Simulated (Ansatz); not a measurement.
The system is CdNiSe3.

```
CELL_PARAMETERS angstrom
4.76738 0.00000 0.00000
0.00000 4.76738 0.00000
0.00000 0.00000 4.76738
ATOMIC_POSITIONS crystal
Cd 0.50000 0.50000 0.50000
Ni 0.00000 0.00000 0.00000
Se 0.50000 0.00000 0.00000
Se 0.00000 0.50000 0.00000
Se 0.00000 0.00000 0.50000
```

The cell was built by a generator and needn't be a form met in nature.

```yaml
Program: Ansatz 0.2.0
Task: relaxation of cell and atoms
Functional: RPBE
Potentials_or_basis: Ansatz PAW
Cutoff: "420 eV (not typed: the program's choice for these potentials)"
k_mesh: 5 × 5 × 5
Occupations: fermi-dirac, width 0.05 eV
Spin: collinear spin, ferromagnetic start
Starting_moments: "[0.0, 1.0, 0.0, 0.0, 0.0] μB"
```

At the start: volume 21.67 Å³/atom.

Q: How do energy, volume and symmetry change on relaxing?

A: It ends after 4 steps and the volume is 22.45 Å³/atom (+3.6 %); space group Pm-3m (No. 221, to 0.05 Å); moment 0.00 μB per cell.

Step by step:
```
step  energy change (eV)  largest force (eV/Å)  volume (Å³)
   1              0.0000                0.0000       108.35
   2             -0.0252                0.0000       111.42
   3             -0.0264                0.0000       112.26
   4             -0.0270                0.0000       112.26
```

Final structure:
```
Cd Ni Se
1.0
     4.82402    0.00000    0.00000
     0.00000    4.82402    0.00000
     0.00000    0.00000    4.82402
Cd Ni Se
1 1 3
Cartesian
  2.4120 2.4120 2.4120
  0.0000 0.0000 0.0000
  2.4120 0.0000 0.0000
  0.0000 2.4120 0.0000
  0.0000 0.0000 2.4120
```

Caveat: the plane-wave basis is chosen anew once the cell has moved, so the energies of steps on either side of that aren't comparable; the PAW data sets come from PBE, with cores solved anew for the run's functional, which leaves a small shift of forces and pressure; the starting moments weren't kept.
